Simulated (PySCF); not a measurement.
Molecule: CGeFH5, in a box.

```
CELL_PARAMETERS angstrom
12.00000 0.00000 0.00000
0.00000 13.00000 0.00000
0.00000 0.00000 12.00000
ATOMIC_POSITIONS crystal
C 0.44132 0.57370 0.45936
Ge 0.53019 0.45650 0.50432
F 0.61092 0.49732 0.61722
H 0.38871 0.55347 0.38845
H 0.49555 0.63727 0.43545
H 0.38823 0.59825 0.52814
H 0.61393 0.42156 0.41503
H 0.46049 0.36596 0.54834
```

Base run:

| Property | Result |
| --- | --- |
| Program | PySCF 2.14.0 |
| Functional | B3PW91 |
| Dispersion | D4 |
| Potentials or basis | pob-tzvp-rev2 (all-electron) |
| k mesh | 1 × 1 × 1 |
| Occupations | fixed |
| Spin | no spin polarisation |

Its results: gap between the frontier levels 9.93 eV.

**Question.** After a change of settings the same cell gave: gap between the frontier levels 8.57 eV. Which change was it?
A. functional from B3PW91 to SCAN0; dispersion from D4 to none
B. functional from B3PW91 to PBE; dispersion from D4 to none
C. functional from B3PW91 to B3LYP5; dispersion from D4 to D3(BJ)
D. functional from B3PW91 to r2SCAN

**Answer.** D.

B3PW91 gives the wider gap, since exact exchange removes part of the self-interaction.

Caveats: this is a molecule in a periodic box at the Γ point, so its band gap is the HOMO-LUMO gap; relativity is left out, which matters for the heavier elements; the basis of atomic orbitals isn't converged, which shifts pressures, moduli and gaps.
